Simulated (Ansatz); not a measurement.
# PdOS: the band gap up the ladder of functionals

One table from this session's results is given with a row withheld; the runs are named, their logs left out.

Code: Ansatz 0.2.0. PAW datasets, plane waves. These are computed values for a spin-unpolarised cell that may be hypothetical; none is a measurement.

## The cell

The cell was relaxed beforehand with r2SCAN.

The sheet's in-plane cell has a = 3.290 Å, b = 3.290 Å (γ = 120.0°), and its outermost atoms lie 2.22 Å apart along the normal. Pd has 3 O at 2.13 Å and 3 S at 2.28 Å; O has 3 Pd at 2.13 Å; S has 3 Pd at 2.28 Å.

Coordinates:

```cif
data_structure
_symmetry_space_group_name_H-M 'P 1'
_symmetry_Int_Tables_number 1
_cell_length_a 3.2895
_cell_length_b 3.2895
_cell_length_c 29.1641
_cell_angle_alpha 90.000
_cell_angle_beta 90.000
_cell_angle_gamma 120.000
_cell_volume 273.30
loop_
_atom_site_label
_atom_site_type_symbol
_atom_site_fract_x
_atom_site_fract_y
_atom_site_fract_z
_atom_site_occupancy
Pd1 Pd 0.00000 0.00000 0.31204 1
O1 O 0.33333 0.66667 0.34501 1
S1 S 0.66667 0.33333 0.26874 1
```
Periodic in the plane only; c spans the vacuum.

The first run:

input.yaml reads:

```yaml
crystal:
  lattice:
    - [3.2895205604, 0.0, 0.0]
    - [-1.6447602802, 2.8488083716, 0.0]
    - [0.0, 0.0, 29.1641312776]
  atoms:
    - { symbol: Pd, position: [0.0, 0.0, 0.3120426449] }
    - { symbol: O, position: [0.3333333333, 0.6666666667, 0.3450121745] }
    - { symbol: S, position: [0.6666666667, 0.3333333333, 0.2687399435] }
  periodic: [true, true, false]
kpoints:
  mp_grid: { grid: [12, 12, 1] }
  band_path:
    path:
      - [0, 0, 0]
      - [0.5, 0, 0]
      - [0.3333333333333, 0.3333333333333, 0]
      - [0, 0, 0]
    npoints: 10
hamiltonian:
  xc: pbe
scf:
  occupations: { method: fermi_dirac, width: 0.02 }
  n_extra_bands: 4
output:
  forces: true
  stress: true
  eigenvalues: true
```

The run is started by

```console
$ ansatz run input.yaml --threads 4 --pin off --max-ram 5529MiB --backend cpu --events-out ev --progress --plain --runs-dir out
```

Among the steps run: PBE bands along the symmetry lines; Single point with r2SCAN; Single point with HSE06; Single point with PBE+SOC; Single point with PBE0; LDA; HSE06+SOC at the same geometry; r2SCANh at the same geometry; Hartree-Fock.

One table of the session follows, with a row left open; its other results are not shown here.

```
       level  gap (eV)
         PBE      0.83
      r2SCAN         ?
       HSE06      1.83
     PBE+SOC      0.79
        PBE0      2.56
         LDA      0.77
   HSE06+SOC      1.80
     r2SCANh      1.65
Hartree-Fock      8.23
```

**Question.** Estimate the row for r2SCAN.

**Answer.** gap (eV): 0.99. In the column «gap (eV)» it lies between PBE (0.83) and r2SCANh (1.65).

Meshes: PBE 12×12×1, r2SCAN 12×12×1, HSE06 6×6×1, PBE+SOC 12×12×1, PBE0 6×6×1, LDA 12×12×1, HSE06+SOC 6×6×1, r2SCANh 6×6×1, Hartree-Fock 6×6×1

PBE reaches 45 % of the HSE06 value, and r2SCAN 54 %. PBE0 lies 0.72 eV above HSE06, which differs from it by screening the long-range exchange.

To keep in mind: Warnings in the runs' records: stress exchange threshold loose, stress scf threshold loose, xc potential rough in thin density.
